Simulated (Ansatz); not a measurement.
# Chromium, simple cubic under LDA: structure, energy and stiffness

Aim: take chromium in the simple cubic structure, relax it, solve it on a dense k-mesh, switch on spin-orbit coupling, then scale the cell to 7 volumes from 88 to 112 % of the relaxed one and try a fit of the equation of state. The k-meshes are 13×13×13 for the relaxation; 22×22×22 for the dense run; 14×14×14 for spin-orbit coupling; 15×15×15 for the volumes.

This is Cr in the simple cubic structure; at room conditions it is bcc.

Program: Ansatz 0.2.0. Level of theory: DFT LDA (PW92), plane waves (420 eV) with PAW, scalar-relativistic; PBE-made PAW files. These are calculated values, not measurements.

## (1) The structure to begin with

The structure is cubic, space group Pm-3m (No. 221). The conventional cell has a = 2.348 Å, b = 2.348 Å, c = 2.348 Å, α = 90.00°, β = 90.00°, γ = 90.00°. Cr (site symmetry m-3m) is surrounded by 6 Cr at 2.35 Å.

Coordinates:

```cif
data_structure
_symmetry_space_group_name_H-M 'Pm-3m'
_symmetry_Int_Tables_number 221
_cell_length_a 2.3484
_cell_length_b 2.3484
_cell_length_c 2.3484
_cell_angle_alpha 90.000
_cell_angle_beta 90.000
_cell_angle_gamma 90.000
_cell_volume 12.95
loop_
_atom_site_label
_atom_site_type_symbol
_atom_site_symmetry_multiplicity
_atom_site_Wyckoff_symbol
_atom_site_fract_x
_atom_site_fract_y
_atom_site_fract_z
_atom_site_occupancy
Cr1 Cr 1 a 0.00000 0.00000 0.00000 1
```

## (2) Relaxing cell and atoms

File input.yaml:

```yaml
crystal:
  lattice:
    - [2.3484326893, 0.0, 0.0]
    - [0.0, 2.3484326893, 0.0]
    - [0.0, 0.0, 2.3484326893]
  atoms:
    - { symbol: Cr, position: [0.0, 0.0, 0.0] }
hamiltonian:
  xc: lda
  pseudopotentials:
    kind: paw
    azcp:
      Cr: "pseudopotentials/Cr.paw.azcp"
basis:
  ecutwfc: 420
  fft_grid_basis: typed
kpoints:
  mp_grid: { grid: [13, 13, 13], shift: [0, 0, 0] }
magnetization:
  spin_polarized: false
scf:
  occupations: { method: fermi_dirac, width: 0.1 }
relax:
  max_steps: 60
  f_tol: 0.01
  cell: {}
```

The run is started by

```
> ansatz run input.yaml --threads 2 --pin off --max-ram 5120MiB --backend cpu --events-out ev --progress --plain --runs-dir out
```

Further steps of the session: The energy on a finer k-mesh; A two-component run at the same geometry; The cell scaled to 88 % of its volume; The cell scaled to 92 % of its volume; The cell scaled to 96 % of its volume; The cell scaled to 100 % of its volume; The cell scaled to 104 % of its volume; The cell scaled to 108 % of its volume; The cell scaled to 112 % of its volume.

What does the calculation give? Wanted: space group; conventional cell; volume; shortest distance; gap on the mesh; relative to bcc; V₀, B₀, B₀′.

As calculated:

```
                      quantity                         value
space group (spins left aside)               Pm-3m (No. 221)
             conventional cell                   a = 2.282 Å
                        volume                11.887 Å³/atom
             shortest distance                       2.282 Å
               gap on the mesh  none (levels filled in part)
               relative to bcc                +1046 meV/atom
                   V₀, B₀, B₀′  11.894 Å³/atom, 221 GPa, 4.1
```

**Reading.** From the guessed start the volume shrank by 8.2 % in 7 steps. Against the reference form of chromium (bcc, computed apart with the same settings) it stands 1046 meV/atom higher, so it is far from stable. No gap shows: it is a metal or semimetal at this level. The total energy of the spin-orbit run lies -0.11 eV/atom from the scalar one, but the two kinds of run don't share a zero of energy: only differences within one kind count. The fitted modulus is 221 GPa. The symmetry was held, so the structure may be unstable against distortions that break it.
